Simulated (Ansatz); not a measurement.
# FH5O2Sn: a barrier at many levels of theory

Aim: the barrier and energy of one elementary step (Sn1–O7 formed, F2–H6 formed, Sn1–F2 broken, H6–O7 broken) from LDA up to coupled cluster, on fixed structures, to see where each rung fails.

Method: single points in def2-TZVPP on PBE0-D4/def2-TZVP structures; program: Ansatz 0.2.0, Gaussian basis.

Levels: SPW92, PBE-D4, BLYP-D4, r2SCAN-D4, B97M-V, PBE0-D4, B3LYP-D4, r2SCAN0-D4, BHLYP-D4, CAM-B3LYP-D4, wB97X-V, wB97M-V, B2PLYP, PBE-QIDH, RPA on PBE, Hartree-Fock, MP2, CCSD, CCSD(T). The reference is CCSD(T) at the basis limit, from triple and quadruple zeta. Zero-point energies come from PBE0-D4 vibrations.

Correlated methods freeze the cores. Filled d shells of the heavier atoms are correlated. Core potentials replace the inner electrons past krypton, and spin-orbit coupling is left out. B3LYP uses VWN-RPA correlation. B2PLYP carries no dispersion term here.

80 further runs of the same task are left out: 80 set aside as unsound or not needed.

### 1 Start, saddle and end, as given

Charge 0, multiplicity 1. The folders r, ts and p hold the start, the saddle and the end; their coordinates stand in the first inputs.

```tsv
pair	r (Å)	ts (Å)	p (Å)
Sn1–O7	3.620	2.214	2.028
F2–H6	1.787	1.217	0.949
Sn1–F2	1.954	2.262	3.572
H6–O7	0.976	1.134	1.621
```

### 2 SPW92/def2-TZVPP

The input, r/in.yaml:

```yaml
crystal:
  periodic: [false, false, false]
  atoms:
    - {symbol: Sn, position_ang: [-0.260867, 1.254384, -0.663483]}
    - {symbol: F, position_ang: [1.216132, 0.741268, 0.508617]}
    - {symbol: H, position_ang: [-0.178620, 0.225100, -2.005267]}
    - {symbol: H, position_ang: [-1.664606, 1.174171, 0.287163]}
    - {symbol: H, position_ang: [0.180688, 2.863170, -1.023142]}
    - {symbol: H, position_ang: [1.259551, -1.030257, 0.740893]}
    - {symbol: O, position_ang: [0.863276, -1.919117, 0.665873]}
    - {symbol: O, position_ang: [-0.476305, -1.564859, 0.330719]}
    - {symbol: H, position_ang: [-0.939249, -1.743960, 1.158326]}
basis:
  gaussian: {orbitals: def2-TZVPP}
hamiltonian: {xc: lda}
```

The input, ts/in.yaml:

```yaml
crystal:
  periodic: [false, false, false]
  atoms:
    - {symbol: Sn, position_ang: [-0.254055, 0.942851, -0.628235]}
    - {symbol: F, position_ang: [0.909855, 0.992089, 1.310181]}
    - {symbol: H, position_ang: [-0.973080, -0.040060, -1.842316]}
    - {symbol: H, position_ang: [-1.482342, 1.681157, 0.278130]}
    - {symbol: H, position_ang: [0.987644, 1.885474, -1.295645]}
    - {symbol: H, position_ang: [0.866718, -0.188865, 1.018500]}
    - {symbol: O, position_ang: [0.604353, -0.924214, 0.196599]}
    - {symbol: O, position_ang: [-0.468736, -1.744538, 0.650419]}
    - {symbol: H, position_ang: [-0.190356, -2.603994, 0.312068]}
basis:
  gaussian: {orbitals: def2-TZVPP}
hamiltonian: {xc: lda}
```

The input, p/in.yaml:

```yaml
crystal:
  periodic: [false, false, false]
  atoms:
    - {symbol: Sn, position_ang: [-0.462506, 0.753419, -0.943762]}
    - {symbol: F, position_ang: [1.511908, 0.696298, 2.031848]}
    - {symbol: H, position_ang: [-1.135537, -0.101542, -2.249848]}
    - {symbol: H, position_ang: [-1.615933, 1.428571, 0.097984]}
    - {symbol: H, position_ang: [0.822906, 1.776703, -1.367774]}
    - {symbol: H, position_ang: [1.163542, 0.064584, 1.414593]}
    - {symbol: O, position_ang: [0.493021, -0.672559, 0.136148]}
    - {symbol: O, position_ang: [-0.561124, -1.544574, 0.580713]}
    - {symbol: H, position_ang: [-0.216279, -2.401000, 0.299796]}
basis:
  gaussian: {orbitals: def2-TZVPP}
hamiltonian: {xc: lda}
```

One command serves all of them, each in its own folder.

Started as:

```sh
$ ansatz run in.yaml --threads 4 --pin off --events-out ev --progress --plain --max-ram 9574MiB
```

The runs that follow: PBE-D4/def2-TZVPP; BLYP-D4/def2-TZVPP; r2SCAN-D4/def2-TZVPP; B97M-V/def2-TZVPP; PBE0-D4/def2-TZVPP; B3LYP-D4/def2-TZVPP; r2SCAN0-D4/def2-TZVPP; BHLYP-D4/def2-TZVPP; CAM-B3LYP-D4/def2-TZVPP; wB97X-V/def2-TZVPP; wB97M-V/def2-TZVPP; B2PLYP/def2-TZVPP; PBE-QIDH/def2-TZVPP; RPA on PBE/def2-TZVPP; CCSD(T)/def2-TZVPP; MP2/def2-QZVPP; SPW92/def2-SVP; PBE-D4/def2-SVP; PBE0-D4/def2-SVP; wB97M-V/def2-SVP; CCSD(T)/def2-SVP; Vibrations of the start structure; Vibrations of the end structure.

What does the calculation give? Wanted: barrier, CCSD(T)/CBS; reverse barrier, CCSD(T)/CBS; step energy, CCSD(T)/CBS; barrier with zero-point energy; step energy with zero-point energy; imaginary mode at the saddle; largest T1 diagnostic.

The runs gave:

| quantity | value |
| --- | --- |
| barrier, CCSD(T)/CBS | 0.823 eV |
| reverse barrier, CCSD(T)/CBS | 0.526 eV |
| step energy, CCSD(T)/CBS | +0.297 eV |
| barrier with zero-point energy | 0.727 eV |
| step energy with zero-point energy | +0.250 eV |
| imaginary mode at the saddle | 388i cm⁻¹ |
| largest T1 diagnostic | 0.014 |

In words: The functionals run from wB97M-V, off by +0.001 eV, to SPW92, off by -0.441 eV, against CCSD(T)/CBS. PBE-QIDH is as near within the digits shown. Mean unsigned error by rung: LDA 0.441, GGA 0.165, meta-GGA 0.080, hybrid 0.062, range-separated hybrid 0.007, double hybrid 0.002 eV. PBE-D4 gives a barrier 0.210 eV too low, outside chemical accuracy (1 kcal/mol, 0.043 eV). The barrier rises with the share of exact exchange, from BLYP-D4 through B3LYP-D4 to BHLYP-D4 (-0.119, -0.018, +0.131 eV). Hartree-Fock, with no correlation, is off by +0.462 eV. Zero-point motion lowers the barrier by 0.095 eV.
